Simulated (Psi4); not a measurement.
# InCl (SMILES [Cl][In]): M06-L/def2-TZVPPD (core potential)

What is the vertical ionisation energy of InCl at M06-L/def2-TZVPPD (core potential)? 

Program for the calculation: Psi4 1.11.

1 further run of the same task is left out (it didn't finish).

### Step 1. Starting point

The species is InCl (2 atoms), meant as a singlet with charge 0. As SMILES, `[Cl][In]`. The coordinates come from a PBE0-D4/def2-TZVP relaxation.

Bond lengths: Cl1–In2 2.414 Å.

### Step 2. The energy at M06-L/def2-TZVPPD (core potential)

Input file job.in:

```
memory 2200 MB

molecule {
  0 1
  Cl     0.000000     0.000000    -0.013930
  In     0.000000     0.000000     2.399590
  symmetry c1
  no_reorient
  no_com
}

set basis def2-TZVPPD
set reference rks
set puream true
set e_convergence 1e-09
set d_convergence 1e-08
set scf_type pk
set dft_radial_points 99
set dft_spherical_points 590

e, wfn = energy('m06-l', return_wfn=True)
```

Launch:

```sh
$ psi4 job.in job.out -n 1
```

job.out:

```text
[...]
    !!!  WARNING: ECP capability is in beta. Please check occupations closely.  !!!
[...]
  Running in c1 symmetry.
[...]
  Nuclear repulsion =   78.274165620831809
[...]
  Multiplicity = 1
[...]
  Nalpha       = 19
  Nbeta        = 19
[...]
    Number of basis functions: 107
[...]
   @RKS iter   1:  -650.36382116237132   -7.23698e-01   6.71299e-03 DIIS/ADIIS
[...]
   @RKS iter  12:  -650.57103006592763   -3.20597e-11   8.71140e-09 DIIS
[...]
    Orbital Energies [Eh]
    ---------------------
    Doubly Occupied:
       1A   -101.121805     2A     -9.352216     3A     -7.055615
       4A     -7.053585     5A     -7.053585     6A     -4.589257
       7A     -3.007850     8A     -3.007850     9A     -3.000410
      10A     -0.746800    11A     -0.717725    12A     -0.717725
      13A     -0.712159    14A     -0.712159    15A     -0.693334
      16A     -0.350995    17A     -0.265255    18A     -0.265255
      19A     -0.235979
[...]
  @RKS Final Energy:  -650.57103006592763
   => Energetics <=
    Nuclear Repulsion Energy =             78.2741656208318091
    One-Electron Energy =               -1127.7290749309081548
    Two-Electron Energy =                 444.0664209968394971
    DFT Exchange-Correlation Energy =     -45.1825417526907316
    Empirical Dispersion Energy =           0.0000000000000000
    VV10 Nonlocal Energy =                  0.0000000000000000
    Total Energy =                       -650.5710300659276299
[...]
 Multipole Moments:
 ------------------------------------------------------------------------------------
     Multipole            Electronic (a.u.)      Nuclear  (a.u.)        Total (a.u.)
 ------------------------------------------------------------------------------------
 L = 1.  Multiply by 2.5417464519 to convert [e a0] to [Debye]
 Dipole X            :         -0.0000000            0.0000000           -0.0000000
 Dipole Y            :         -0.0000001            0.0000000           -0.0000001
 Dipole Z            :        -93.4242148           94.7784201            1.3542054
 Magnitude           :                                                    1.3542054
[...]
```

Run time: 21 s. Hardware: 1 thread of AMD EPYC 7R43 (Zen 3), shared host; peak memory 0.81 GiB.

### Step 3. The doublet cation: energy and forces at UM06-L/def2-TZVPPD (core potential)

Input file job.dat:

```
memory 2200 mb

molecule {
  1 2
  Cl
  In 1 r2

  r2 = 2.41352
  symmetry c1
  no_reorient
  no_com
}

set {
  basis def2-TZVPPD
  reference uks
  puream true
  e_convergence 1e-09
  d_convergence 1e-08
  scf_type pk
  dft_radial_points 99
  dft_spherical_points 590
  maxiter 100
}

energy_value = gradient("m06-l")
```

Launch:

```sh
$ psi4 job.dat job.out -n 1
```

job.out:

```text
[...]
    !!!  WARNING: ECP capability is in beta. Please check occupations closely.  !!!
[...]
  Running in c1 symmetry.
[...]
  Nuclear repulsion =   78.274165620831809
[...]
  Multiplicity = 2
[...]
  Nalpha       = 19
  Nbeta        = 18
[...]
    Number of basis functions: 107
[...]
   @UKS iter   1:  -650.09485718187739   -4.60624e-01   5.69879e-03 ADIIS/DIIS
[...]
   @UKS iter  13:  -650.22185249818040   -9.09495e-13   6.02054e-09 DIIS
[...]
   @S^2 Observed:                7.547207494E-01
[...]
    Orbital Energies [Eh]
    ---------------------
    Alpha Occupied:
       1A   -101.398447     2A     -9.624734     3A     -7.337822
       4A     -7.323761     5A     -7.323761     6A     -4.867391
       7A     -3.284853     8A     -3.284853     9A     -3.280412
      10A     -1.019003    11A     -0.992571    12A     -0.992571
      13A     -0.990387    14A     -0.990387    15A     -0.966650
      16A     -0.613431    17A     -0.509491    18A     -0.509491
      19A     -0.498916
    Alpha Virtual:
      20A     -0.299858    21A     -0.299858    22A     -0.222394
      23A     -0.133225    24A     -0.092508    25A     -0.092508
[...]
  @UKS Final Energy:  -650.22185249818040
   => Energetics <=
    Nuclear Repulsion Energy =             78.2741656208318091
    One-Electron Energy =               -1117.5313037885107406
    Two-Electron Energy =                 433.9482620966222726
    DFT Exchange-Correlation Energy =     -44.9129764271237590
    Empirical Dispersion Energy =           0.0000000000000000
    VV10 Nonlocal Energy =                  0.0000000000000000
    Total Energy =                       -650.2218524981803967
[...]
 Multipole Moments:
 ------------------------------------------------------------------------------------
     Multipole            Electronic (a.u.)      Nuclear  (a.u.)        Total (a.u.)
 ------------------------------------------------------------------------------------
 L = 1.  Multiply by 2.5417464519 to convert [e a0] to [Debye]
 Dipole X            :          0.0000002            0.0000000            0.0000002
 Dipole Y            :         -0.0000002            0.0000000           -0.0000002
 Dipole Z            :         38.2426428          -37.0969316            1.1457112
 Magnitude           :                                                    1.1457112
[...]
  -Total Gradient:
     Atom            X                  Y                   Z
    ------   -----------------  -----------------  -----------------
       1       -0.000000003020     0.000000002239    -0.012218267348
       2        0.000000003106    -0.000000002305     0.012367505771
[...]
```

Wall time 45 s (1 thread of AMD EPYC 7R43 (Zen 3), shared host); peak memory 0.81 GiB.

### Step 4. What came out

Level: M06-L/def2-TZVPPD (core potential).

| quantity | value |
| --- | --- |
| singlet InCl: total energy | -650.57103 Eh |
| singlet InCl: dipole moment | 3.44 D |
| singlet InCl: HOMO energy | -6.42 eV |
| singlet InCl: LUMO energy | -2.23 eV |
| singlet InCl: HOMO–LUMO gap | 4.20 eV |
| doublet cation: total energy | -650.22185 Eh |
| doublet cation: HOMO energy (highest over α and β) | -13.53 eV |
| doublet cation: LUMO energy (lowest over α and β) | -12.51 eV |
| doublet cation: ⟨S²⟩ | 0.755 |
| doublet cation: largest force on an atom | 0.636 eV/Å |
| vertical ionisation energy (to the doublet cation) | 9.502 eV |

In words: The vertical ionisation energy comes to 9.50 eV (917 kJ/mol). −ε(HOMO) before ionisation, 6.42 eV, is 3.08 eV below this ionisation energy.
